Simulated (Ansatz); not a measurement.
# PdRu2O3: two electronic states of one cell

Aim: solve PdRu2O3 (a borrowed structure type, volume estimated) from each of its saved states, at one geometry and mesh, and see which is lowest and how they differ.

All numbers below are computed with Ansatz 0.2.0 (DFT, r2SCAN, spin-orbit coupling, plane waves, PAW).

### 1 The structure

It takes space group Immm (No. 71, orthorhombic). Conventional cell: a = 3.146 Å, b = 3.346 Å, c = 10.936 Å, α = 90.00°, β = 90.00°, γ = 90.00°. Around Ru (site symmetry mm2) lie 7 O at 2.21 to 2.30 Å. Around Pd (site symmetry mmm) lie 4 O at 1.66 to 1.67 Å. Around O (site symmetry mmm) lie 2 Pd at 1.67 Å and 4 Ru at 2.24 Å. Around O (site symmetry mm2) lie 1 Pd at 1.66 Å and 5 Ru at 2.21 to 2.30 Å.

Coordinates:

```
CELL_PARAMETERS angstrom
0.00000 0.00000 3.14595
0.00000 -3.34589 0.00000
5.46782 1.67294 -1.57298
ATOMIC_POSITIONS crystal
Ru 0.35390 0.35390 0.70780
Ru 0.64610 0.64610 0.29220
Pd 0.00000 0.00000 0.00000
O 0.00000 0.50000 0.00000
O 0.15190 0.15190 0.30380
O 0.84810 0.84810 0.69620
```

The states: A, Ru1 along (0.92, 0.28, -0.27), Ru2 along (-0.92, -0.28, 0.27) (spin-orbit spin); B, Ru1 along (0.92, -0.39, -0.04), Ru2 along (0.92, -0.39, -0.04), Pd3 along (0.92, -0.39, -0.04), O4 along (0.92, -0.39, -0.04), O5 along (0.92, -0.39, -0.04), O6 along (0.92, -0.39, -0.04) (spin-orbit spin). Each run reads its own saved solution as saved_state.

### 2 Run from state A

Contents of input.yaml:

```yaml
crystal:
  lattice:
    - [0.0, 0.0, 3.145954]
    - [0.0, -3.345887, 0.0]
    - [5.467819, 1.672943, -1.572977]
  atoms:
    - { symbol: Ru, position: [0.3539, 0.3539, 0.7078], spin: 2, spin_axis: [0.92199, 0.28209, -0.26524] }
    - { symbol: Ru, position: [0.6461, 0.6461, 0.2922], spin: -2, spin_axis: [0.92199, 0.28209, -0.26524] }
    - { symbol: Pd, position: [0.0, 0.0, 0.0], spin: 1, spin_axis: [0.92199, 0.28209, -0.26524] }
    - { symbol: O, position: [0.0, 0.5, 0.0] }
    - { symbol: O, position: [0.1519, 0.1519, 0.3038] }
    - { symbol: O, position: [0.8481, 0.8481, 0.6962] }
kpoints:
  mp_grid: { grid: [6, 6, 6], shift: [0, 0, 0] }
  band_path:
    path:
      - [0.0, 0.0, 0.0]
      - [0.0, 0.0, 0.5]
      - [0.45862038, 0.0, 0.27068981]
      - [0.54137962, 0.0, -0.27068981]
      - [0.0, 0.0, 0.0]
      - [0.0, 0.5468063, -0.27340307]
      - [0.0, 0.4531937, 0.27340322]
      - [0.0, 0.0, 0.5]
      - [0.0, 0.0, 0.0]
      - [0.5, 0.0, 0.0]
      - [0.5, 0.5, -0.24999993]
    npoints: 6
magnetization:
  noncollinear: true
  spin_orbit: true
scf:
  occupations: { method: gaussian, width: 0.0379 }
  lower_state_search: "off"
  max_iter: 200
hamiltonian:
  pseudopotentials: { kind: paw_fr }
  xc: r2scan
basis:
  ecutwfc: 500
  fft_grid_basis: typed
output:
  forces: true
  stress: true
  eigenvalues: true
  bader: true
  populations: true
  elf: true
  write_potential: true
  volumetric_format: npy
  dos:
    e_range: [-12, 8]
    de: 0.05
    projected: { site_lists: { O: [O], Pd: [Pd], Ru: [Ru] } }
    method: { smearing: { sigma: 0.1, scheme: gaussian } }
checkpoint:
  read: saved_state
```

Log, cut to the lines that bear on the results:

```text
Warning: RAYON_NUM_THREADS=2 ignored (pool sized by the plan → 2); use --threads N
[...]
Pseudopotentials: kind: paw_fr
Pseudopotential: Ru, paw_fr, valence charge 16, recommended cutoff 500 eV (meta_gga), Ru.paw.azcp#standard-fr
Pseudopotential: Pd, paw_fr, valence charge 18, recommended cutoff 500 eV (meta_gga), Pd.paw.azcp#standard-fr
Pseudopotential: O, paw_fr, valence charge 6, recommended cutoff 500 eV (meta_gga), O.paw.azcp#standard-fr
Functional definition: r2SCAN
[...]
Crystal: 6 atoms, lattice volume = 57.554 Å³
Basis set: ecut = 500 eV, 1445 PW (Γ), exchange–correlation on 96×100×180 points (64 copies of the dense FFT grid, shifted against one another)
Bands: 82, of which v1, the nominal top of the filled ones, is band 68 counted from 1 (67 counted from 0)
Symmetry: 1 space group operations
Magnetic group: BNS 1.1 (UNI 1), of the structure as read, at distance tolerance 3.9e-5 Å
k-points: 216
Projection manifold: j_resolved (fully-relativistic pseudo-atomic orbitals)
[...]
Starting moments: Σ|m| = 5 μB on 3 of 6 sites; this step starts from the density that it was given
[...]
SCF iter   1: F=-20435.580705 eV  HF=-20435.072907 eV  |F-HF|=5.08e-1  |Δ(HF+E_count)|=         —  Δρ=2.42e-2  dr2=2.71e-2  dr2_τ=9.69e-3  dr2_m=1.72e-2  ethr=3.93e-5  |M|=1.31e-2 ∫|m|=5.14e0 μB  |m|>n=0.0e0 m-floor=0.0e0 τ_xc=5.8e-2  β_m=1.00  ⟨swp⟩=2.7  Hψ=118398  notcnv=0
[...]
  site 5: m = (+0.0420, +0.0134, -0.0125) μB, |m| = 0.0458 μB  (R = 0.69 Å)
Free energy (F): -20435.610918 eV
[...]
E sigma→0 (E₀):  -20435.609498 eV
Entropy (-TS):   -0.002840 eV (-0.473 meV/atom)
Fermi energy:    20.961335 eV
[...]
--- Forces (eV/Å), atoms counted from 1 ---
  atom   1  Ru    -1.93180248     0.00678092    -0.00055351
  atom   2  Ru     1.93178160    -0.00678195     0.00055325
  atom   3  Pd     0.00002428     0.00000010    -0.00000079
  atom   4  O     -0.00002005    -0.00000041     0.00000023
  atom   5  O     13.08905009    -0.00132868     0.00269243
  atom   6  O    -13.08903407     0.00132971    -0.00269190
[...]
--- Stress (GPa, compression-positive) ---
      159.632748       0.010555       0.009231
        0.002134     141.784806       0.007914
        0.026754       0.010854      37.577012
  P = ⅓ Tr σ = 112.9982 GPa (1129.982 kbar)
--- Band table (eV; the first three rows and the last of 216) ---
[...]
--- Löwdin populations: 6 sites ---
  site symbol       q [e]
     0     Ru     15.3709
     1     Ru     15.3709
     2     Pd     16.4700
     3      O      6.7834
     4      O      6.8019
     5      O      6.8019
  spilling = 0.005895 (of n_electrons = 68.000000)
--- Bader charges: 6 sites ---
  site symbol  charge [e]  shift [e]  m_x [muB]  m_y [muB]  m_z [muB]
     0     Ru      1.0403     0.0019     2.1373     0.6553    -0.6171
     1     Ru      1.0403     0.0019    -2.1373    -0.6553     0.6172
     2     Pd      1.1265     0.0355     0.0000     0.0000     0.0000
     3      O     -1.0378     0.0160     0.0000     0.0000     0.0000
     4      O     -1.0847     0.0079    -0.0668    -0.0211     0.0198
     5      O     -1.0847     0.0079     0.0668     0.0211    -0.0198
  estimated error of the sums over rays = 5.6e-4 e
```

Run time: 4.6 min. Hardware: 2 threads of an x86-64 CPU, shared host; peak memory 2.2 GiB.

### 3 State A: levels and charges

States per cell by energy window, from dos.tsv and pdos.tsv (Gaussian smearing of 0.1 eV; eV from the Fermi level):

```
from    to  total   O p  Pd d  Ru d
-8.0  -7.0   2.99  2.09  0.14  0.59
-7.0  -6.0   3.37  1.88  0.62  0.71
-6.0  -5.0   2.81  1.67  0.52  0.52
-5.0  -4.0   1.08  0.20  0.43  0.40
-4.0  -3.0   3.28  0.63  1.12  1.43
-3.0  -2.0   3.67  0.51  0.86  2.19
-2.0  -1.0   5.41  0.86  0.60  3.74
-1.0   0.0   4.79  0.91  0.65  3.05
 0.0   1.0   3.41  0.64  0.23  2.36
 1.0   2.0   3.36  0.52  0.13  2.53
 2.0   3.0   1.64  0.33  0.13  0.99
 3.0   4.0   0.57  0.13  0.12  0.09
 4.0   5.0   1.25  0.27  0.23  0.07
```

Gathered by element (positive charge: electrons given up): Löwdin charges also hold the electrons that the projection spills.

```
element  atoms  Bader charge (e)  Bader volume (Å³)  Löwdin charge (e)  Bader moment, size (μB)
     Ru      2             +1.04               12.7              +0.63                     2.32
     Pd      1             +1.13                9.6              +1.53                     0.00
      O      3    -1.08 to -1.04         6.4 to 8.2     -0.80 to -0.78             0.00 to 0.07
```

Löwdin charges rest on a small set of atomic orbitals that misses 0.6 % of the electrons, so they need not add up to the cell's charge and can differ from Bader's even in sign.

The main site moments: Ru1 along (0.92, 0.28, -0.27), Ru2 along (-0.92, -0.28, 0.27).

### 4 State B: the run

Contents of input.yaml:

```yaml
crystal:
  lattice:
    - [0.0, 0.0, 3.145954]
    - [0.0, -3.345887, 0.0]
    - [5.467819, 1.672943, -1.572977]
  atoms:
    - { symbol: Ru, position: [0.3539, 0.3539, 0.7078], spin: 2, spin_axis: [0.91965, -0.39113, -0.03548] }
    - { symbol: Ru, position: [0.6461, 0.6461, 0.2922], spin: 2, spin_axis: [0.91965, -0.39113, -0.03548] }
    - { symbol: Pd, position: [0.0, 0.0, 0.0], spin: 1, spin_axis: [0.91965, -0.39113, -0.03548] }
    - { symbol: O, position: [0.0, 0.5, 0.0] }
    - { symbol: O, position: [0.1519, 0.1519, 0.3038] }
    - { symbol: O, position: [0.8481, 0.8481, 0.6962] }
kpoints:
  mp_grid: { grid: [6, 6, 6], shift: [0, 0, 0] }
magnetization:
  noncollinear: true
  spin_orbit: true
scf:
  occupations: { method: gaussian, width: 0.0379 }
  lower_state_search: "off"
  max_iter: 200
hamiltonian:
  pseudopotentials: { kind: paw_fr }
  xc: r2scan
basis:
  ecutwfc: 500
  fft_grid_basis: typed
output:
  forces: true
  stress: true
  eigenvalues: true
  bader: true
  populations: true
  elf: true
  write_potential: true
  volumetric_format: npy
  dos:
    e_range: [-12, 8]
    de: 0.05
    projected: { site_lists: { O: [O], Pd: [Pd], Ru: [Ru] } }
    method: { smearing: { sigma: 0.1, scheme: gaussian } }
checkpoint:
  read: saved_state
```

Log, cut to the lines that bear on the results:

```text
Warning: RAYON_NUM_THREADS=2 ignored (pool sized by the plan → 2); use --threads N
[...]
[... 5 set-up lines as earlier in the session ...]
[...]
Crystal: 6 atoms, lattice volume = 57.554 Å³
Basis set: ecut = 500 eV, 1445 PW (Γ), exchange–correlation on 96×100×180 points (64 copies of the dense FFT grid, shifted against one another)
Bands: 82, of which v1, the nominal top of the filled ones, is band 68 counted from 1 (67 counted from 0)
Symmetry: 2 space group operations
Magnetic group: BNS 2.4 (UNI 4), of the structure as read, at distance tolerance 3.9e-5 Å
k-points: 112 of 216
[...]
--- Stress (GPa, compression-positive) ---
      162.961154      -0.102537       0.003065
       -0.104320     153.519241       0.000339
        0.002776       0.000398      42.534667
  P = ⅓ Tr σ = 119.6717 GPa (1196.717 kbar)
--- Band table (eV; the first three rows and the last of 112) ---
[...]
--- Löwdin populations: 6 sites ---
  site symbol       q [e]
     0     Ru     15.2904
     1     Ru     15.2904
     2     Pd     16.4655
     3      O      6.8483
     4      O      6.8386
     5      O      6.8386
  spilling = 0.006298 (of n_electrons = 68.000000)
--- Bader charges: 6 sites ---
  site symbol  charge [e]  shift [e]  m_x [muB]  m_y [muB]  m_z [muB]
     0     Ru      1.1008     0.0017     2.7172    -1.1559    -0.1048
     1     Ru      1.1008     0.0017     2.7172    -1.1558    -0.1048
     2     Pd      1.1091     0.0353     0.3175    -0.1351    -0.0122
     3      O     -1.0800     0.0161     0.3095    -0.1316    -0.0119
     4      O     -1.1154     0.0079     0.3376    -0.1434    -0.0130
     5      O     -1.1154     0.0079     0.3376    -0.1434    -0.0130
  estimated error of the sums over rays = 5.1e-4 e
```

Run time: 2.1 min. Hardware: 2 threads of an x86-64 CPU, shared host; peak memory 1.5 GiB.

### 5 State B: levels and charges

States per cell by energy window, from dos.tsv and pdos.tsv (Gaussian smearing of 0.1 eV; eV from the Fermi level):

```
from    to  total   O p  Pd d  Ru d
-8.0  -7.0   2.88  1.88  0.21  0.62
-7.0  -6.0   3.41  1.92  0.58  0.74
-6.0  -5.0   2.35  1.34  0.45  0.48
-5.0  -4.0   2.05  0.65  0.58  0.75
-4.0  -3.0   2.67  0.43  0.81  1.34
-3.0  -2.0   5.12  0.70  0.98  3.26
-2.0  -1.0   4.07  0.86  0.68  2.36
-1.0   0.0   4.68  1.18  0.54  2.77
 0.0   1.0   3.41  0.43  0.23  2.62
 1.0   2.0   2.64  0.37  0.14  1.93
 2.0   3.0   2.33  0.49  0.15  1.46
 3.0   4.0   0.78  0.19  0.15  0.16
 4.0   5.0   1.07  0.22  0.18  0.05
```

Gathered by element (positive charge: electrons given up): Löwdin charges also hold the electrons that the projection spills.

```
element  atoms  Bader charge (e)  Bader volume (Å³)  Löwdin charge (e)  Bader moment, size (μB)
     Ru      2             +1.10               12.5              +0.71                     2.95
     Pd      1             +1.11                9.7              +1.54                     0.35
      O      3    -1.12 to -1.08         6.4 to 8.2     -0.85 to -0.84             0.34 to 0.37
```

The Löwdin projection spills 0.6 % of the electrons and depends on the orbitals chosen; where it disagrees with Bader's partition, neither is an observable.

The main site moments: Ru1 along (0.92, -0.39, -0.04), Ru2 along (0.92, -0.39, -0.04), Pd3 along (0.92, -0.39, -0.04), O4 along (0.92, -0.39, -0.04), O5 along (0.92, -0.39, -0.04), O6 along (0.92, -0.39, -0.04).

### 6 Results

```
state  free energy (meV/atom)  largest site moment (μB)  size of the net moment (μB/cell)  gap (eV)  pressure (GPa)  largest force (eV/Å)  SCF cycles
    A                     0.0                      1.96                              0.00     metal           113.0                 13.09          16
    B                    19.6                      2.54                              7.32     metal           119.7                 13.06          11
```

State A lies lowest, 19.6 meV per atom under state B. The atoms are far from rest (forces to 13.1 eV/Å), so order and character hold for this geometry alone. At the same volume their pressures differ by 6.7 GPa, the state with the larger moments having the higher pressure, so it wants the larger volume. Every run converged, so convergence alone does not show that a state is the lowest.

Keep in mind: the k mesh is coarse for a cell without a gap; atoms or cell far from equilibrium.
